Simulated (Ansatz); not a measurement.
**Au (Gold): how the settings move a relaxation**

How sensitive is a relaxation of Au (Gold) to its settings? A reference run comes first, then one run with altered input.

The COD entry's cell or inner coordinates are ideal or old and differ from later refinements, so a difference from it is no clean test against experiment.

Computed with Ansatz 0.2.0 (reference: DFT, r2SCAN, PAW with Ansatz's default frozen-core files, scalar-relativistic; relaxation of cell and atoms, unless a step's input says otherwise).

1 further run of the same task is left out (it didn't finish).

## Step 1: The starting structure

The structure is cubic, space group Fm-3m (No. 225). Conventional cell: a = 4.070 Å, b = 4.070 Å, c = 4.070 Å, α = 90.00°, β = 90.00°, γ = 90.00°. Au (site symmetry m-3m) has 12 Au at 2.88 Å as nearest neighbours.

As a file:

```
CELL_PARAMETERS angstrom
0.00000 2.03500 2.03500
2.03500 0.00000 2.03500
2.03500 2.03500 0.00000
ATOMIC_POSITIONS crystal
Au 0.00000 0.00000 0.00000
```

## Step 2: Baseline

File input.yaml:

```yaml
crystal:
  lattice:
    - [0.0, 2.035, 2.035]
    - [2.035, 0.0, 2.035]
    - [2.035, 2.035, 0.0]
  atoms:
    - { symbol: Au, position: [0.0, 0.0, 0.0] }
kpoints:
  mp_grid: { grid: [24, 24, 24] }
scf:
  occupations: { method: fermi_dirac, width: 0.1 }
hamiltonian:
  xc: r2scan
  pseudopotentials: { kind: paw }
relax:
  f_tol: 0.002
  max_steps: 80
  cell: {}
output:
  forces: true
  stress: true
```

The run is started by

```
> ansatz run input.yaml --threads 2 --pin off --max-ram 10240MiB --backend cpu --events-out ev --progress --plain --runs-dir out
```

The main lines of its log:

```text
[...]
Basis set: ecut = 500 eV, 411 PW (Γ), exchange–correlation on 96×96×96 points (64 copies of the dense FFT grid, shifted against one another)
[...]
k-points: 413 of 13824
[...]
SCF iter   1: F=—  HF=-13163.505952 eV  |F-HF|=—  |Δ(HF+E_count)|=         —  Δρ=1.48e-2  dr2=3.69e-2  dr2_τ=3.38e-3  ethr=1.77e-3  ⟨swp⟩=4.8  Hψ=29865  notcnv=0
preconditioner: auto → none  [metal: Δε(μ)=0.050 eV  Ē_g=17.040 eV  σ=0.100 eV  W_gap=0.12  n_scr=8 (ndim 8)  ℏωp=30.0 eV  f_vac=0.000  D(μ)=0.23/eV (n_scr^D=0)  sad-step TF]
SCF iter   2: F=—  HF=-13163.498239 eV  |F-HF|=—  |Δ(HF+E_count)|=   7.71e-3  Δρ=6.12e-3  dr2=5.87e-3  dr2_τ=1.01e-3  ethr=1.94e-4  ⟨swp⟩=1.2  Hψ=9179  notcnv=0  defer=14
[...]
relax step   1: F+E_penalty+E_count = -13163.49868734 eV  Δ(F+E_penalty+E_count) = +0.000e0 eV  max|allowed force component| = 0.000e0 eV/Å  Δτ_max = 0.0000 Å  P = +6.906 GPa  Ω = 16.855 Å³  (6 SCF iters, dr2 threshold 1.00e-7 eV, accepted)
[...]
Basis set: ecut = 500 eV, 531 PW (Γ), exchange–correlation on 96×96×96 points (64 copies of the dense FFT grid, shifted against one another)
[...]
relax step   2: F+E_penalty+E_count = -13163.47691249 eV  Δ(F+E_penalty+E_count) = +2.177e-2 eV  max|allowed force component| = 0.000e0 eV/Å  Δτ_max = 0.0000 Å  P = -8.500 GPa  Ω = 18.759 Å³  energy of the carried Pulay correction = -9.188e-4 eV  (9 SCF iters,
[...]
Basis set: ecut = 500 eV, 459 PW (Γ), exchange–correlation on 96×96×96 points (64 copies of the dense FFT grid, shifted against one another)
[...]
relax step   3: F+E_penalty+E_count = -13163.51202096 eV  Δ(F+E_penalty+E_count) = -1.333e-2 eV  max|allowed force component| = 0.000e0 eV/Å  Δτ_max = 0.0000 Å  P = -1.018 GPa  Ω = 17.658 Å³  energy of the carried Pulay correction = -4.000e-4 eV  (10 SCF iters
[...]
relax step   4: F+E_penalty+E_count = -13163.51245797 eV  Δ(F+E_penalty+E_count) = -4.370e-4 eV  max|allowed force component| = 0.000e0 eV/Å  Δτ_max = 0.0000 Å  P = +0.001 GPa  Ω = 17.540 Å³  energy of the carried Pulay correction = -3.421e-4 eV  (6 SCF iters,
[...]
SCF iter   6: F=—  HF=-13163.512853 eV  |F-HF|=—  |Δ(HF+E_count)|=   3.26e-8  Δρ=1.63e-6  dr2=1.54e-10  dr2_τ=6.35e-11  ethr=1.15e-11  ⟨swp⟩=2.0  Hψ=8118  notcnv=0
SCF iter   7: F=-13163.512853 eV  HF=-13163.512853 eV  |F-HF|=2.91e-11  |Δ(HF+E_count)|=   2.38e-9  Δρ=2.10e-7  dr2=2.35e-12  dr2_τ=1.03e-12  ethr=1.00e-12  ⟨swp⟩=4.0  Hψ=25490  notcnv=0
[...]
relax step   5: F+E_penalty+E_count = -13163.51285308 eV  Δ(F+E_penalty+E_count) = -3.951e-4 eV  max|allowed force component| = 0.000e0 eV/Å  Δτ_max = 0.0000 Å  P = +0.023 GPa  Ω = 17.540 Å³  stress off target by 2.31e-2 GPa  SCF on the basis re-selected at th
[...]
SCF converged after 7 iterations
Free energy (F): -13163.512853 eV
[...]
E sigma→0 (E₀):  -13163.508835 eV
[...]
Fermi energy:    19.734110 eV
[...]
  P = ⅓ Tr σ = 0.0231 GPa (0.231 kbar)
--- Relaxed structure (4 steps of the walk, 3 accepted, 1 SCFs on fresh bases) ---
[...]
```

Run time: 29 s. Hardware: 2 threads of Intel Xeon Platinum 8375C at 2.90GHz (Ice Lake), shared host; peak memory 0.52 GiB.

## Step 3: Changed: scf.algorithm direct_min, dispersion d3bj

Changes to input.yaml since step 2:

```diff
@@ -11,2 +11,3 @@
   occupations: { method: fermi_dirac, width: 0.1 }
+  algorithm: direct_min
 hamiltonian:
@@ -14,2 +15,3 @@
   pseudopotentials: { kind: paw }
+  dispersion: d3bj
 relax:
@@ -21 +23,5 @@
   stress: true
+  write_density: true
+  write_potential: true
+  elf: true
+  volumetric_format: npy
```

The run is started by

```
> ansatz run input.yaml --threads 2 --pin off --max-ram 10240MiB --backend cpu --events-out ev --progress --plain --runs-dir out
```

What it wrote:

```text
Warning: the engine holds no damping parameters fitted to this dispersion correction and functional, so the run takes those fitted to r2scan beside the three-body term, which d3bj leaves out (hamiltonian.dispersion, under Limitations)
Engine: ansatz 0.2.0
Pseudopotentials: kind: paw
Pseudopotential: Au, paw, valence charge 19, recommended cutoff 500 eV (meta_gga), Au.paw.azcp
Functional definition: r2SCAN
  parameter k0 = 0.174
  parameter k1 = 0.065
  parameter a1 = 4.9479
  exchange = r2scan_x(k0 = k0, k1 = k1, a1 = a1)
  correlation = r2scan_c
Crystal: 1 atoms, lattice volume = 16.855 Å³
Basis set: ecut = 500 eV, 411 PW (Γ), exchange–correlation on 96×96×96 points (64 copies of the dense FFT grid, shifted against one another)
Bands: 14, of which v1, the nominal top of the filled ones, is band 10 counted from 1 (9 counted from 0)
Symmetry: 48 space group operations
Space group: Fm-3m (ITA 225), of the structure as read, at distance tolerance 2.6e-5 Å
k-points: 413 of 13824
Non-local potential: Au, projectors of the file, l = 0: 3, l = 1: 2, l = 2: 2, l = 3: 1
PAW form: soft (Blöchl's): semilocal exchange-correlation on the pseudo side does not see the compensation charge
PAW frozen core: Au, regenerated for the run's functional (the file was generated under x = pbe(κ = 0.804, μ = 0.2195149727645171), c = pbe(β = 0.06672455060314922))
PAW one-centre angular grid: Au, 590 points (default); XC on 160 Gauss nodes
Initial density: superposition of atomic densities (neutral atoms: chi_scale 0, normalization atom), corrected by the library's trained network
Initial wavefunctions: pseudopotential atomic-orbital guess
Functional: x = r2scan, c = r2scan; τ floored in thin density (d = 2e-4 eV/Å³)
SCF iter   1: F=—  HF=-13163.825109 eV  |F-HF|=—  |Δ(HF+E_count)|=         —  Δρ=1.47e-2  dr2=3.68e-2  dr2_τ=3.38e-3  ethr=1.77e-3  ⟨swp⟩=8.0  Hψ=25599  notcnv=0
preconditioner: auto → none  [metal: Δε(μ)=0.050 eV  Ē_g=17.041 eV  σ=0.100 eV  W_gap=0.12  n_scr=8 (ndim 8)  ℏωp=30.0 eV  f_vac=0.000  D(μ)=0.23/eV (n_scr^D=0)]
SCF iter   2: F=—  HF=-13163.819469 eV  |F-HF|=—  |Δ(HF+E_count)|=   5.64e-3  Δρ=6.02e-3  dr2=4.84e-3  dr2_τ=8.12e-4  ethr=1.94e-4  ⟨swp⟩=3.0  Hψ=13928  notcnv=0  defer=7
iter 3 solved again at ethr=1.25e-8 eV; its pass at ethr=2.55e-5 eV (dr2=2.38e-6 eV) is discarded
SCF iter   3: F=—  HF=-13163.817807 eV  |F-HF|=—  |Δ(HF+E_count)|=   1.66e-3  Δρ=2.06e-4  dr2=1.90e-6  dr2_τ=2.29e-6  ethr=1.25e-8  ⟨swp⟩=3.4  Hψ=23097  notcnv=0
eigensolver tolerance schedule: the retry pair's looser diagonalisation over-reported the residual by 0.26 of it (diagonalisation noise at 0.26 of the residual, at the tolerance the schedule requests for it); recorded, not acted on — ethr = c·dr2/N_el stays at c = 1.0e-1
SCF iter   4: F=-13163.817809 eV  HF=-13163.817809 eV  |F-HF|=5.42e-9  |Δ(HF+E_count)|=   1.31e-6  Δρ=5.18e-6  dr2=1.59e-9  dr2_τ=1.31e-9  ethr=9.98e-9  ⟨swp⟩=2.9  Hψ=10322  notcnv=0
SCF 1 converged in 4 iterations: F = -13163.817809 eV  dr2 = 1.59e-9
  Residual-converged pass: ⟨swp⟩=6.0  Hψ=23070  notcnv=0  max |occ|·‖R‖ = 9.8e-9 eV (tolerance 1.0e-8 eV)  dr2=1.36e-9  dr2_τ=1.36e-9  dr2_onsite=1.77e-10  max |Δocc| = 1.5e-9
relax step   1: F+E_penalty+E_count = -13163.81780853 eV  Δ(F+E_penalty+E_count) = +0.000e0 eV  max|allowed force component| = 0.000e0 eV/Å  Δτ_max = 0.0000 Å  P = +3.817 GPa  Ω = 16.855 Å³  (4 SCF iters, dr2 threshold 1.00e-7 eV, accepted)
Crystal: 1 atoms, lattice volume = 17.891 Å³
Basis set: ecut = 500 eV, 459 PW (Γ), exchange–correlation on 96×96×96 points (64 copies of the dense FFT grid, shifted against one another)
Initial density: handed on by an earlier stage of this run
Initial wavefunctions: those handed on with the density
iter 1 solved again at ethr=3.87e-5 eV; its pass at ethr=1.00e-1 eV (dr2=7.34e-3 eV) is discarded
SCF iter   1: F=—  HF=-13163.689407 eV  |F-HF|=—  |Δ(HF+E_count)|=         —  Δρ=7.96e-3  dr2=1.25e-2  dr2_τ=1.09e-1  ethr=3.87e-5  ⟨swp⟩=4.6  Hψ=31134  notcnv=0
eigensolver tolerance schedule calibrated: the retry pair's looser diagonalisation under-reported the residual by θ = 0.41 (0.12/decade); ethr = c·dr2/N_el runs at the constant in force after the calibration composes with the one it found (an armed cap, an earlier calibration), c = 6.8e-2
preconditioner: auto → none  [metal: Δε(μ)=0.054 eV  Ē_g=16.263 eV  σ=0.100 eV  W_gap=0.13  n_scr=8 (ndim 8)  ℏωp=29.1 eV  f_vac=0.000  D(μ)=0.23/eV (n_scr^D=0)]
SCF iter   2: F=—  HF=-13163.809601 eV  |F-HF|=—  |Δ(HF+E_count)|=   1.20e-1  Δρ=2.62e-3  dr2=9.95e-4  dr2_τ=1.01e-4  ethr=3.87e-5  ⟨swp⟩=3.0  Hψ=14373  notcnv=0
iter 3 solved again at ethr=3.66e-8 eV; its pass at ethr=3.59e-6 eV (dr2=1.02e-5 eV) is discarded
SCF iter   3: F=—  HF=-13163.809350 eV  |F-HF|=—  |Δ(HF+E_count)|=   2.50e-4  Δρ=3.62e-4  dr2=9.01e-6  dr2_τ=6.51e-6  ethr=3.66e-8  ⟨swp⟩=3.0  Hψ=21282  notcnv=0
eigensolver tolerance schedule: the retry pair's looser diagonalisation over-reported the residual by 0.13 of it (diagonalisation noise at 0.13 of the residual, at the tolerance the schedule requests for it); recorded, not acted on — ethr = c·dr2/N_el stays at c = 6.8e-2
SCF iter   4: F=-13163.809348 eV  HF=-13163.809348 eV  |F-HF|=1.04e-8  |Δ(HF+E_count)|=   2.58e-6  Δρ=1.77e-5  dr2=2.97e-8  dr2_τ=9.99e-9  ethr=3.25e-8  ⟨swp⟩=2.0  Hψ=9771  notcnv=0
SCF 2 converged in 4 iterations: F = -13163.809348 eV  dr2 = 2.97e-8
  Residual-converged pass: ⟨swp⟩=6.0  Hψ=23662  notcnv=0  max |occ|·‖R‖ = 9.9e-9 eV (tolerance 1.0e-8 eV)  dr2=3.06e-8  dr2_τ=9.35e-9  dr2_onsite=2.34e-9  max |Δocc| = 1.1e-9
relax step   2: F+E_penalty+E_count = -13163.80934789 eV  Δ(F+E_penalty+E_count) = +8.461e-3 eV  max|allowed force component| = 0.000e0 eV/Å  Δτ_max = 0.0000 Å  P = -5.627 GPa  Ω = 17.891 Å³  energy of the carried Pulay correction = -5.122e-4 eV  (4 SCF iters, dr2 threshold 1.00e-7 eV, rejected (line search))
Crystal: 1 atoms, lattice volume = 17.259 Å³
iter 1 solved again at ethr=1.27e-5 eV; its pass at ethr=1.00e-1 eV (dr2=2.42e-3 eV) is discarded
SCF iter   1: F=—  HF=-13163.776845 eV  |F-HF|=—  |Δ(HF+E_count)|=         —  Δρ=4.32e-3  dr2=3.54e-3  dr2_τ=3.80e-2  ethr=1.27e-5  ⟨swp⟩=4.6  Hψ=30775  notcnv=0
preconditioner: auto → none  [metal: Δε(μ)=0.015 eV  Ē_g=16.713 eV  σ=0.100 eV  W_gap=0.04  n_scr=8 (ndim 8)  ℏωp=29.6 eV  f_vac=0.000  D(μ)=0.24/eV (n_scr^D=0)]
iter 2 solved again at ethr=5.85e-7 eV; its pass at ethr=1.27e-5 eV (dr2=1.11e-4 eV) is discarded
SCF iter   2: F=—  HF=-13163.821886 eV  |F-HF|=—  |Δ(HF+E_count)|=   4.50e-2  Δρ=8.52e-4  dr2=1.10e-4  dr2_τ=8.49e-6  ethr=5.85e-7  ⟨swp⟩=2.0  Hψ=22652  notcnv=0
SCF iter   3: F=—  HF=-13163.821857 eV  |F-HF|=—  |Δ(HF+E_count)|=   2.89e-5  Δρ=1.55e-4  dr2=2.26e-6  dr2_τ=8.97e-7  ethr=5.78e-7  ⟨swp⟩=2.8  Hψ=10194  notcnv=0
SCF iter   4: F=—  HF=-13163.821856 eV  |F-HF|=—  |Δ(HF+E_count)|=   6.81e-7  Δρ=6.97e-6  dr2=3.43e-9  dr2_τ=2.23e-9  ethr=1.19e-8  ⟨swp⟩=2.2  Hψ=9874  notcnv=0
SCF iter   5: F=—  HF=-13163.821856 eV  |F-HF|=—  |Δ(HF+E_count)|=   5.25e-9  Δρ=3.64e-7  dr2=4.81e-12  dr2_τ=1.81e-12  ethr=1.81e-11  ⟨swp⟩=3.2  Hψ=12680  notcnv=0
SCF iter   6: F=-13163.821856 eV  HF=-13163.821856 eV  |F-HF|=0.00e0  |Δ(HF+E_count)|=  1.46e-11  Δρ=1.07e-8  dr2=7.51e-15  dr2_τ=6.47e-15  ethr=1.00e-12  ⟨swp⟩=2.0  Hψ=9782  notcnv=0
SCF 3 converged in 6 iterations: F = -13163.821856 eV  dr2 = 7.51e-15
  Residual-converged pass: ⟨swp⟩=4.0  Hψ=16492  notcnv=0  max |occ|·‖R‖ = 9.9e-9 eV (tolerance 1.0e-8 eV)  dr2=1.21e-14  dr2_τ=1.12e-14  dr2_onsite=1.19e-15  max |Δocc| = 4.8e-9
relax step   3: F+E_penalty+E_count = -13163.82185610 eV  Δ(F+E_penalty+E_count) = -4.048e-3 eV  max|allowed force component| = 0.000e0 eV/Å  Δτ_max = 0.0000 Å  P = -0.334 GPa  Ω = 17.259 Å³  energy of the carried Pulay correction = -2.034e-4 eV  (6 SCF iters, accepted)
Crystal: 1 atoms, lattice volume = 17.223 Å³
iter 1 solved again at ethr=4.18e-7 eV; its pass at ethr=1.00e-1 eV (dr2=7.94e-5 eV) is discarded
SCF iter   1: F=—  HF=-13163.821761 eV  |F-HF|=—  |Δ(HF+E_count)|=         —  Δρ=2.63e-4  dr2=1.30e-5  dr2_τ=1.25e-4  ethr=4.18e-7  ⟨swp⟩=4.3  Hψ=27086  notcnv=0
preconditioner: auto → none  [metal: Δε(μ)=0.028 eV  Ē_g=16.709 eV  σ=0.100 eV  W_gap=0.07  n_scr=8 (ndim 8)  ℏωp=29.7 eV  f_vac=0.000  D(μ)=0.24/eV (n_scr^D=0)]
iter 2 solved again at ethr=3.09e-9 eV; its pass at ethr=6.83e-8 eV (dr2=5.87e-7 eV) is discarded
SCF iter   2: F=—  HF=-13163.821910 eV  |F-HF|=—  |Δ(HF+E_count)|=   1.49e-4  Δρ=6.29e-5  dr2=5.81e-7  dr2_τ=4.91e-8  ethr=3.09e-9  ⟨swp⟩=2.0  Hψ=21367  notcnv=0
SCF iter   3: F=-13163.821910 eV  HF=-13163.821910 eV  |F-HF|=7.20e-9  |Δ(HF+E_count)|=   1.53e-7  Δρ=9.95e-6  dr2=8.48e-9  dr2_τ=4.06e-9  ethr=3.06e-9  ⟨swp⟩=2.1  Hψ=9814  notcnv=0
SCF 4 converged in 3 iterations: F = -13163.821910 eV  dr2 = 8.48e-9
  Residual-converged pass: ⟨swp⟩=5.9  Hψ=21808  notcnv=0  max |occ|·‖R‖ = 1.0e-8 eV (tolerance 1.0e-8 eV)  dr2=8.01e-9  dr2_τ=4.16e-9  dr2_onsite=2.00e-9  max |Δocc| = 2.7e-10
relax step   4: F+E_penalty+E_count = -13163.82191030 eV  Δ(F+E_penalty+E_count) = -5.420e-5 eV  max|allowed force component| = 0.000e0 eV/Å  Δτ_max = 0.0000 Å  P = +0.003 GPa  Ω = 17.223 Å³  energy of the carried Pulay correction = -1.858e-4 eV  (3 SCF iters, dr2 threshold 1.00e-7 eV, accepted)
Initial wavefunctions: pseudopotential atomic-orbital guess (no wavefunctions were taken with the density)
iter 1 solved again at ethr=1.47e-7 eV; its pass at ethr=1.00e-1 eV (dr2=2.79e-5 eV) is discarded
SCF iter   1: F=—  HF=-13163.822115 eV  |F-HF|=—  |Δ(HF+E_count)|=         —  Δρ=6.72e-5  dr2=1.05e-7  dr2_τ=6.63e-7  ethr=1.47e-7  ⟨swp⟩=8.3  Hψ=47538  notcnv=0
preconditioner: auto → none  [metal: Δε(μ)=0.028 eV  Ē_g=16.707 eV  σ=0.100 eV  W_gap=0.07  n_scr=8 (ndim 8)  ℏωp=29.7 eV  f_vac=0.000  D(μ)=0.24/eV (n_scr^D=0)]
iter 2 solved again at ethr=3.58e-11 eV; its pass at ethr=5.52e-10 eV (dr2=6.80e-9 eV) is discarded
SCF iter   2: F=—  HF=-13163.822115 eV  |F-HF|=—  |Δ(HF+E_count)|=   2.14e-7  Δρ=8.50e-6  dr2=6.90e-9  dr2_τ=2.28e-9  ethr=3.58e-11  ⟨swp⟩=2.0  Hψ=22628  notcnv=0
SCF iter   3: F=—  HF=-13163.822115 eV  |F-HF|=—  |Δ(HF+E_count)|=   2.17e-9  Δρ=1.39e-6  dr2=2.42e-10  dr2_τ=6.44e-11  ethr=3.58e-11  ⟨swp⟩=3.0  Hψ=11820  notcnv=0
SCF iter   4: F=-13163.822115 eV  HF=-13163.822115 eV  |F-HF|=1.82e-11  |Δ(HF+E_count)|=  5.82e-11  Δρ=2.61e-8  dr2=4.96e-14  dr2_τ=3.03e-14  ethr=1.27e-12  ⟨swp⟩=2.0  Hψ=9769  notcnv=0
SCF 5 converged in 4 iterations: F = -13163.822115 eV  dr2 = 4.96e-14
  Residual-converged pass: ⟨swp⟩=4.0  Hψ=15592  notcnv=0  max |occ|·‖R‖ = 9.9e-9 eV (tolerance 1.0e-8 eV)  dr2=5.42e-14  dr2_τ=3.27e-14  dr2_onsite=9.47e-16  max |Δocc| = 8.4e-13
relax step   5: F+E_penalty+E_count = -13163.82211496 eV  Δ(F+E_penalty+E_count) = -2.047e-4 eV  max|allowed force component| = 0.000e0 eV/Å  Δτ_max = 0.0000 Å  P = +0.014 GPa  Ω = 17.223 Å³  stress off target by 1.41e-2 GPa  SCF on the basis re-selected at this cell (its energy is not comparable with the rows above)  (4 SCF iters)
basis re-selected at this cell: Δ(F+E_penalty+E_count) = -2.047e-4 eV, ΔP = +0.011 GPa vs the last step (what re-selecting the basis moved, of the pressure what is left beyond the Pulay correction that the steps carried, after the strain that the cell walked since its last selection, with what the two solves' SCF thresholds leave and, on support functions, any second-order correction that the steps lacked; it is no measure of the basis error at this ecutwfc). This SCF's stress stands 1.41e-2 GPa from its target on what of the cell is left free (relax.cell.stress_tol is 5.00e-2 GPa) and its largest allowed force component is 0.00e0 eV/Å (relax.f_tol is 2.00e-3 eV/Å): within both
SCF converged after 4 iterations
Stability not checked: this state was not tested for a lower state beside it, because a direct minimisation reached the state, and no test of it is asked (direct_minimisation; see scf.lower_state_search)
Free energy (F): -13163.822115 eV
Harris-Foulkes:  -13163.822115 eV  (|F-HF|=1.82e-11)
Internal energy: -13163.814106 eV  (E = F + TS)
E sigma→0 (E₀):  -13163.818111 eV
Entropy (-TS):   -0.008009 eV (-8.009 meV/atom)
Fermi energy:    20.228439 eV
--- Per-component energies (eV) ---
  E_band       = -230.825403
  E_kinetic    = 605.626388
  E_local      = -1726.005548  (includes V_loc(G=0)·N_el)
  E_nonlocal   = 75.944506
  E_hartree    = 737.434615
  E_xc         = -218.148687
  E_vxc        = -306.818522  (∫ρ·V_xc dr)
  E_paw        = -9731.284486  (= ΣΔE_a)
  E_vpaw       = -375.367848  (= ΣTr[D̂ρ^β])
  E_aug_tail   = 0.000742  (compensation charges beyond the density's cutoff)
  E_vtau       = 20.925659  (kinetic-family band-sum trace: ∫τ·v_τ [+ j·A + Jᵃ·Aᵃ] dr)
  E_ewald      = -2906.893148
  E_disp       = -0.312163  (pairwise vdW)
  E_core_change = -0.176324  (= ΣΔE_core)
  E_smearing   = -0.008009  (= −TS)
  E_closure    = 0.000000  (closes the sum)
  Σ components = -13163.822115   (vs F -13163.822115, Δ=0.00e0)
--- Forces (eV/Å), atoms counted from 1 ---
  atom   1  Au     0.00000000    -0.00000000     0.00000000
  max |Σ_I F_I| component: 1.16e-29 eV/Å
--- Stress (GPa, compression-positive) ---
        0.014136      -0.000000      -0.000000
       -0.000000       0.014136      -0.000000
       -0.000000      -0.000000       0.014136
  P = ⅓ Tr σ = 0.0141 GPa (0.141 kbar)
--- Band table (eV; the first three rows and the last of 413) ---
  k-point 0: bands = ["-87.4076", "-38.1740", "-38.1740", "-38.1740", "10.2275", "15.2948", "15.2948", "15.2948", "16.7999", "16.7999", "35.3530", "39.4076", "39.4076", "39.4076"]
  k-point 1: bands = ["-87.4075", "-38.1779", "-38.1746", "-38.1746", "10.2903", "15.2748", "15.3165", "15.3165", "16.7901", "16.7901", "35.4261", "38.9887", "39.4803", "39.4803"]
  k-point 2: bands = ["-87.4068", "-38.1893", "-38.1763", "-38.1763", "10.4759", "15.2203", "15.3771", "15.3771", "16.7658", "16.7658", "35.6205", "37.9967", "39.6917", "39.6917"]
  k-point 412: bands = ["-87.3913", "-38.3250", "-38.3250", "-38.2621", "14.0622", "14.8561", "14.8561", "16.6720", "18.3671", "25.1013", "26.7853", "26.7853", "30.0394", "43.5479"]
--- Relaxed structure (4 steps of the walk, 3 accepted, 1 SCFs on fresh bases) ---
  F+E_penalty+E_count = -13163.82211496 eV   max|allowed force component| = 0.000e0 eV/Å   (the final SCF, on the basis selected at the relaxed cell)
  cell:  # Å, volume = 17.2234 Å³
    - [-1.91076456343259e-35, 2.0497279233001766, 2.0497279233001766]
    - [2.0497279233001766, -1.098689589483437e-34, 2.0497279233001766]
    - [2.0497279233001766, 2.0497279233001766, 1.6719189482938655e-34]
  atoms:
    - { symbol: Au, position: [0.0, 0.0, 0.0] }
```

It took 49 s on 2 threads of Intel Xeon Platinum 8375C at 2.90GHz (Ice Lake), shared host; peak memory 0.69 GiB.

Changing the solver and dispersion term moves the energy by -309.3 meV/atom, and the final volume goes from 17.54 to 17.22 Å³. The dispersion term adds attraction between atoms.

## Step 4: Comparison

| run | ending | energy change | pressure (GPa) | gap (eV) | force (eV/Å) | cycles | time |
| --- | --- | --- | --- | --- | --- | --- | --- |
| reference | converged | 0 | 0.0 | 0.00 | 0.00 | 38 | 29 s |
| 1: scf.algorithm direct_min, dispersion d3bj | converged | -309.3 meV/atom (offset of the dispersion model) | 0.0 | 0.00 | 0.00 | 21 | 49 s |

Times don't compare one to one where runs were asked for different outputs or read a saved state (see the inputs); cycles may leave out searches for a lower state.

What this shows: Changing the solver and dispersion term moves the energy by -309.3 meV/atom, and the final volume goes from 17.54 to 17.22 Å³. The dispersion term adds attraction between atoms.
